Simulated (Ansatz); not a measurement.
# C₂H₉BSi: small, medium and large basis sets

How large a basis does C₂H₉BSi need? Two functionals are run in growing sets.

The runs use Ansatz 0.2.0, Gaussian basis; one geometry, several basis sets.

Levels to be run: PBE0-D4/def2-SVP; ωB97M-V/def2-SVP; PBE0-D4/def2-QZVPP; ωB97M-V/def2-QZVPP; the functionals' def2-TZVPP values are taken from earlier runs.

### 1 Structure used throughout

An earlier PBE0-D4 in a triple-zeta def2 set relaxation fixed the geometry.

13 atoms, charge 0, spin multiplicity 1.

Atoms are counted from 1 here; the program's logs count them from 0.

Bond lengths: B1–Si2 2.009 Å, B1–H5 1.197 Å, B1–H6 1.197 Å, Si2–C3 1.882 Å, Si2–H7 1.495 Å, Si2–H8 1.499 Å, C3–C4 1.525 Å, C3–H9 1.096 Å, C3–H10 1.096 Å, C4–H11 1.093 Å, C4–H12 1.093 Å, C4–H13 1.093 Å. Angles: Si2–B1–H5 120.1°, Si2–B1–H6 123.0°, H5–B1–H6 116.9°, B1–Si2–C3 115.9°, B1–Si2–H7 110.3°, B1–Si2–H8 105.2°, C3–Si2–H7 109.5°, C3–Si2–H8 109.2°, H7–Si2–H8 106.1°, Si2–C3–C4 113.9°, Si2–C3–H9 108.1°, Si2–C3–H10 107.8°, C4–C3–H9 110.3°, C4–C3–H10 110.5°, H9–C3–H10 105.8°, C3–C4–H11 111.4°, C3–C4–H12 111.3°, C3–C4–H13 111.7° and more.

Coordinates:

```
B    -1.3087    2.1883   -0.5467
Si   -0.8560    0.2379   -0.3809
C     0.8459   -0.1552    0.3186
C     1.1188   -1.6474    0.4775
H    -2.2759    2.5292   -1.1639
H    -0.6709    3.0527   -0.0179
H    -1.0256   -0.4487   -1.6978
H    -1.9058   -0.3328    0.5247
H     1.5969    0.3018   -0.3354
H     0.9391    0.3571    1.2826
H     1.0481   -2.1691   -0.4806
H     0.3972   -2.1135    1.1535
H     2.1173   -1.8351    0.8811
```

### 2 PBE0-D4 in def2-SVP

in.yaml reads:

```yaml
crystal:
  periodic: [false, false, false]
  atoms:
    - {symbol: B, position_ang: [-1.308733, 2.188283, -0.546656]}
    - {symbol: Si, position_ang: [-0.856048, 0.237918, -0.380949]}
    - {symbol: C, position_ang: [0.845875, -0.155177, 0.318572]}
    - {symbol: C, position_ang: [1.118774, -1.647370, 0.477457]}
    - {symbol: H, position_ang: [-2.275853, 2.529189, -1.163880]}
    - {symbol: H, position_ang: [-0.670855, 3.052671, -0.017931]}
    - {symbol: H, position_ang: [-1.025646, -0.448664, -1.697847]}
    - {symbol: H, position_ang: [-1.905838, -0.332822, 0.524695]}
    - {symbol: H, position_ang: [1.596938, 0.301809, -0.335399]}
    - {symbol: H, position_ang: [0.939149, 0.357076, 1.282571]}
    - {symbol: H, position_ang: [1.048121, -2.169142, -0.480565]}
    - {symbol: H, position_ang: [0.397205, -2.113504, 1.153484]}
    - {symbol: H, position_ang: [2.117312, -1.835069, 0.881148]}
basis:
  gaussian: {orbitals: def2-SVP}
hamiltonian: {xc: pbe0, dispersion: d4}
output: {orbitals: {seedname: orbitals}}
```

On the command line:

```bash
> ansatz run in.yaml --threads 4 --pin off --events-out ev --progress --plain --max-ram 10444MiB
```

After this run come: ωB97M-V in def2-SVP; PBE0-D4 in def2-QZVPP; ωB97M-V in def2-QZVPP.

Q: Predict the results of all the runs planned. Wanted: PBE0-D4: double and triple zeta above quadruple; ωB97M-V: double and triple zeta above quadruple.

As calculated:

```
                                       quantity          value
PBE0-D4: double and triple zeta above quadruple  6.33, 0.44 eV
ωB97M-V: double and triple zeta above quadruple  6.60, 0.42 eV
```

**Reading.** For PBE0-D4 the step from double to triple zeta gains 5.89 eV and the next only 0.44 eV. These are total energies; as a rule much of such shifts cancels in differences, which this series doesn't test.
